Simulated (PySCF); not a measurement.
# [TaO2(OH)2]−: other functionals and bases at one geometry

An exercise on one series of results from a longer session: the logs are not shown, and one member is left open.

Computed with PySCF 2.14.0. Level: several levels, as the steps say, no spin–orbit coupling.

5 further runs of the same task are left out: 2 for a known fault of the program, 2 that didn't finish, 1 set aside as unsound or not needed.

## Where the work starts

7 atoms, charge -1, spin multiplicity 1.

Bond lengths: Ta1–O2 1.796 Å, Ta1–O3 1.796 Å, Ta1–O4 2.002 Å, Ta1–H5 2.561 Å, Ta1–O6 2.002 Å, Ta1–H7 2.561 Å, O4–H5 0.972 Å, O6–H7 0.972 Å. Angles: O2–Ta1–O3 110.4°, O2–Ta1–O4 109.8°, O2–Ta1–H5 122.0°, O2–Ta1–O6 107.6°, O2–Ta1–H7 87.7°, O3–Ta1–O4 107.6°, O3–Ta1–H5 87.7°, O3–Ta1–O6 109.8°, O3–Ta1–H7 122.0°, O4–Ta1–H5 20.2°, O4–Ta1–O6 111.6°, O4–Ta1–H7 117.2°, H5–Ta1–O6 117.2°, H5–Ta1–H7 129.3°, O6–Ta1–H7 20.2°, Ta1–O4–H5 114.4°, Ta1–H5–O4 45.4°, Ta1–O6–H7 114.4° and more.

Coordinates:

```xyz
7

Ta    0.0000    0.0000   -0.1809
O     0.8766    1.1866    0.8440
O    -0.8766   -1.1866    0.8440
O     1.3051   -1.0198   -1.3060
H     1.1909   -1.9847   -1.2777
O    -1.3051    1.0198   -1.3060
H    -1.1909    1.9847   -1.2777
```

Formal oxidation states: Ta +5. An earlier session relaxed this geometry at TPSS, Ta def2-SVP with ECP60, O def2-SVP, H def2-SVP (singlet, point group C2).

At TPSS on the finer grid: E = -359.216059 Eh, HOMO -0.54 eV, LUMO 3.72 eV, Mulliken charge on Ta1 +0.63 e, largest force component 0.031 eV/Å. 

Levels to run: PBE0; wB97X; TPSSh; PBE; TPSS, TZVP; TPSS, x2c-SVP. Hardware: 2 threads of AMD EPYC 9R45 (Zen 5), shared host.

Set-up of the first run:

run.py (the lines that set the calculation)

```python
mol = gto.M(atom='''
Ta     0.00000     0.00000    -0.18093
O      0.87656     1.18663     0.84401
O     -0.87656    -1.18663     0.84401
O      1.30509    -1.01981    -1.30605
H      1.19092    -1.98469    -1.27775
O     -1.30509     1.01981    -1.30605
H     -1.19092     1.98469    -1.27775''',
    basis={'Ta': 'def2-SVP', 'O': 'def2-SVP', 'H': 'def2-SVP'},
    ecp={'Ta': 'def2-SVP'},
    charge=-1, spin=0)
mf = dft.RKS(mol, xc='PBE0')
mf.grids.atom_grid = (75, 302)
mf = mf.density_fit()  # fitting sets: Ta def2-universal-JKFIT, O def2-universal-JKFIT, H def2-universal-JKFIT
mf.conv_tol = 1e-08; mf.max_cycle = 55
mf.kernel(dm0)  # dm0: the density of the relaxed state
```

Started as:

```bash
OMP_NUM_THREADS=2 python run.py
```

Among the steps run: PBE0; wB97X; TPSSh; PBE; TPSS, TZVP; TPSS, x2c-SVP.

One table of the session follows, with a row left open; its other results are not shown here.

```
              level  HOMO (eV)  gap (eV)  charge on Ta1 (e)  dipole (D)  largest force component (eV/Å)
TPSS (relaxed here)      -0.54      4.26               0.63        3.07                            0.03
               PBE0      -2.06      6.28               0.75        3.18                            0.86
              wB97X      -4.47     10.45               0.75        3.25                            1.28
              TPSSh      -1.17      5.15               0.72        3.14                            0.36
                PBE      -0.46      3.97               0.48        3.01                            0.08
         TPSS, TZVP      -0.77      4.28               1.24        3.08                            0.25
      TPSS, x2c-SVP          ?         ?                  ?           ?                               ?
```

**Question.** Estimate the row for TPSS, x2c-SVP.

**Answer.** HOMO (eV): -0.77; gap (eV): 4.25; charge on Ta1 (e): 0.53; dipole (D): 2.98; largest force component (eV/Å): 0.67.

The dipole of a charged species depends on the origin, so these sizes hold for this origin alone.

In one basis the HOMO–LUMO gap runs from 3.97 eV (PBE) to 10.45 eV (wB97X). The largest leftover force, 1.28 eV/Å with wB97X, stands at a geometry relaxed at another level. Total energies of different levels can't be compared.
